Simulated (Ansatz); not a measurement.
# ClGeH₃O, SMILES [OH][GeH2][Cl]: a relaxed scan of one distance

With Ansatz's Python interface.

The cells in order, each with its output:

```python
import ansatz as az
import numpy as np
```

```python
BASIS_SET = 'def2-SVP'
FUNCTIONAL = 'b3lyp'
```

```python
geometry_ang = [
    ('O', (-0.6072, -1.3587, 0.0715)),
    ('Ge', (0.3129, 0.1816, 0.1585)),
    ('Cl', (-1.0345, 1.9038, 0.1601)),
    ('H', (-1.0516, -1.2369, -0.813)),
    ('H', (1.2649, 0.2622, -1.0832)),
    ('H', (1.1575, 0.184, 1.4599)),
]
mol = az.Crystal.molecule()
for symbol, xyz in geometry_ang:
    mol = mol.atom(symbol, xyz)
```

```python
calc = mol.calculation()
calc = calc.basis(gaussian=BASIS_SET)
calc = calc.functional(FUNCTIONAL)
symbols = [site.symbol for site in mol.cartesian_sites]
pairs = [(0, 1), (0, 3), (1, 2), (1, 4), (1, 5)]
print('held (A)   E (eV)        ', '  '.join(f'{symbols[i]}{i}-{symbols[j]}{j}' for i, j in pairs))
for length in [1.65, 1.8, 1.94, 2.16, 2.42]:
    report = calc.relax(constraints=[az.DistanceConstraint((0, 1), at=length)], force_tolerance=0.02, max_steps=60).run(threads=1, pin='off').report
    xyz = np.array(report['positions_ang'])
    print(f'{length:6.2f} {report["free_energy_ev"]:14.5f}  ', '  '.join(f'{np.linalg.norm(xyz[i] - xyz[j]):.3f}' for i, j in pairs))
```

    held (A)   E (eV)         O0-Ge1  O0-H3  Ge1-Cl2  Ge1-H4  Ge1-H5
    DeckWarning: relax.constraints: the input's atoms, or those drawn, lie off the distances that are held; a relaxation that starts there is brought onto them ahead of its first SCF, by positions alone, an atom by 7.31e-2 Å at the most. With the symmetry detection on, the symmetry is detected on the input's atoms as so [...]
      1.65   -71127.06856   1.650  0.964  2.192  1.544  1.533
      1.80   -71127.31163   1.800  0.967  2.180  1.540  1.531
      1.94   -71127.06297   1.940  0.969  2.173  1.537  1.530
      2.16   -71126.30783   2.160  0.972  2.163  1.535  1.530
      2.42   -71125.30693   2.420  0.973  2.158  1.533  1.532

Reading the output:
- The settings weren't tested for convergence.
- Warnings are shown shortened and without file and line.
- The energies are electronic: no zero-point or thermal terms, and the basis set is short of its limit.
- b3lyp holds the VWN-RPA fit, as in Gaussian; the form of ORCA and Turbomole is b3lyp5.
- Hardware and time: 110 s on 1 thread of Arm Neoverse V2 (shared host), peak memory 0.23 GiB.
